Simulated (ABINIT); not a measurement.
Wanted: the native input for an ABINIT 10.8.3 (patched build) run.

```yaml
Task: single point
Functional: PBEsol
Potentials_or_basis: JTH PAW PBE v2.0
Cutoff: 707 eV
k_mesh: 7 × 6 × 10
Occupations: fermi-dirac, width 0.05 eV
Spin: collinear spin, ferromagnetic start
Starting_moments: "[5.0, 5.0, 0.0, 0.0, 0.0, 0.0] μB"
Fine-grid_cutoff: 1306.15 eV
```

CrN2:

```xyz
6
Lattice="3.9018 0.0000 0.0000 0.0000 4.8095 0.0000 0.0000 0.0000 2.7842" Properties=species:S:1:pos:R:3 pbc="T T T"
Cr    0.0000    0.0000    0.0000
Cr    1.9509    2.4048    1.3921
N     3.3796    2.8317    0.0000
N     0.5222    1.9778    0.0000
N     1.4287    4.3825    1.3921
N     2.4731    0.4270    1.3921
```

The cell comes from a database or a generator and needn't be the stable form of this composition.

These files were run (other wordings do the same):

run.abi

```
pp_dirpath "./"
pseudos "Cr.GGA_PBE-JTH.xml, N.GGA_PBE-JTH.xml"

acell 3*1.0 Angstrom
rprim
     3.9017860000     0.0000000000     0.0000000000
     0.0000000000     4.8095120000     0.0000000000
     0.0000000000     0.0000000000     2.7841700000
ntypat 2
znucl 24 7
natom 6
typat 1 1 2 2 2 2
xred
     0.0000000000     0.0000000000     0.0000000000
     0.5000000000     0.5000000000     0.5000000000
     0.8661700000     0.5887750000     0.0000000000
     0.1338300000     0.4112250000     0.0000000000
     0.3661700000     0.9112250000     0.5000000000
     0.6338300000     0.0887750000     0.5000000000
chkprim 0
chksymtnons 0
tolsym 1.0e-6

ecut 26.0
pawecutdg 48.0
pawxcdev 0

kptopt 1
ngkpt 7 6 10
nshiftk 1
shiftk 0.0 0.0 0.0

ixc -116133

nband 31
occopt 3
tsmear 0.00183747

nsppol 2
spinat
     0.0000000000     0.0000000000     5.0000000000
     0.0000000000     0.0000000000     5.0000000000
     0.0000000000     0.0000000000     0.0000000000
     0.0000000000     0.0000000000     0.0000000000
     0.0000000000     0.0000000000     0.0000000000
     0.0000000000     0.0000000000     0.0000000000

nstep 100
tolvrs 1.0e-9

iomode 3
prtwf 0
prtden 0
prteig 0
prtebands 0
enunit 1
```

Potentials or basis: JTH PAW PBE v2.0.

Launch:

```console
$ mpirun --bind-to none -np 4 abinit run.abi > log 2>&1
```

Results of the run:

The pressure is -9.8 GPa. The largest force is 0.080 eV/Å. The band gap on the k mesh is none (metal or under the smearing width). The net moment is 4.23 μB per cell, the site moments are Cr +2.09; N -0.06 μB and the valence electrons inside the program's atomic spheres are Cr 12.12; N 2.57.

Caveat: the PAW data sets were made with another functional, which shifts forces and pressure a little; only a ferromagnetic start was run, and an antiferromagnetic order may lie lower in energy.

It took 4.2 min on 4 MPI ranks on Arm Neoverse V2 (shared host), peak memory 0.88 GiB a rank.
